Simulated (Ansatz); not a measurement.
# RbLi: the cost of one run

Program: Ansatz 0.2.0. Level of theory: DFT PBE, scalar-relativistic, plane waves, PAW. These are calculated values, not measurements.

1 further run of the same task is left out (it didn't finish).

**1. The system as given**

Symmetry: P4/mmm, No. 123, tetragonal system. The conventional cell has a = 3.488 Å, b = 3.488 Å, c = 4.572 Å, α = 90.00°, β = 90.00°, γ = 90.00°. Rb (site symmetry 4/mmm) is surrounded by 8 Li at 3.36 Å and 4 Rb at 3.49 Å. Li (site symmetry 4/mmm) is surrounded by 8 Rb at 3.36 Å and 4 Li at 3.49 Å.

Structure file:

```
CELL_PARAMETERS angstrom
3.48836 0.00000 0.00000
0.00000 3.48836 0.00000
0.00000 0.00000 4.57224
ATOMIC_POSITIONS crystal
Rb 0.50000 0.50000 0.50000
Li 0.00000 0.00000 0.00000
```

This is candidate A: CuAu (L1_0) type (P4/mmm, No. 123).

(A quick probe on a coarse mesh, which set the mesh and smearing, is not shown.)

**3. Rough relaxation on the coarse mesh (candidate A)**

File input.yaml:

```yaml
crystal:
  lattice:
    - [3.4883583525, 0.0, 0.0]
    - [0.0, 3.4883583525, 0.0]
    - [0.0, 0.0, 4.5722411263]
  atoms:
    - { symbol: Rb, position: [0.5, 0.5, 0.5] }
    - { symbol: Li, position: [0.0, 0.0, 0.0] }
basis:
  ecutwfc: 420
kpoints:
  mp_grid: { grid: [6, 6, 4] }
hamiltonian:
  xc: pbe
scf:
  occupations: { method: gaussian, width: 0.1 }
  lower_state_search: "off"
output:
  forces: true
  stress: true
  eigenvalues: true
relax:
  adjacent_minimum: "off"
  f_tol: 0.04
  max_steps: 70
  cell: { stress_tol: 0.4 }
```

Run with:

```console
$ ansatz run input.yaml --threads 1 --pin off --max-ram 2560MiB --backend cpu --events-out ev --progress --plain --runs-dir out
```

What time and memory should one allow on 1 thread of Intel Xeon 6975P-C (Granite Rapids), shared host?

About 7.1 s, with a peak of 0.38 GiB.
